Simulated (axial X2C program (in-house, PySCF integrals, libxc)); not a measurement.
# A two-component session on CuH⁺: EOM-IP-CCSD levels

Wanted for CuH⁺: EOM-IP-CCSD levels, at the two-component level.

Computed with an in-house X2C program for linear molecules on PySCF integrals. Level: two-component X2C with atomic mean-field terms, Cu dyall-cv3z, H dyall-v3z.

All values are calculated.

### Step 1. Input

Input file task.json:

```json
{"zs": [29, 1], "q": 1, "bas": ["dyall-cv3z", "dyall-v3z"], "r0": 1.44, "eom": "ip", "rq": 0, "thr": -2.0, "nmax": 95, "grid": [1, 0.96, 1.045, 0.92, 1.09, 1.15]}
```

Keys: zs atomic numbers; q charge; bas basis sets; r0 starting distance in Å; eom kind of EOM run; thr threshold in hartree for freezing inner shells (an s shell follows its p shell); nmax most natural virtual spinors; grid distances as factors.

Started as:

```console
python soeom.py task.json out
```

After this run come: EOM-IP-CCSD at 1.461 Å.

Before running it: what results should come out? Wanted: next root led by one particle; T1 of the reference; lowest state, Re and ωe.

**Answer**, as computed:

| quantity | value |
| --- | --- |
| lowest root at 1.461 Å | Ω = 1/2, 9.064 eV |
| next root led by one particle | Ω = 5/2, about 12500 cm⁻¹ higher |
| T1 of the reference | 0.033 |
| lowest state, Re and ωe | 1.466 Å, 1818 cm⁻¹ |

What this shows: Removing an electron from the reference determinant of CuH costs 9.06 eV and empties a spinor of 34% H sσ, 31% Cu dσ, 29% Cu sσ. Errors of 0.1 to 0.3 eV are usual at this size, and roots led by higher excitations are left out, so the list is incomplete, and low states of that kind can be missing. T1 or the largest double amplitude of the reference is raised, which lowers the reliability. The bond is 0.007 Å longer than in the closed-shell reference at CCSD (1.460 Å).
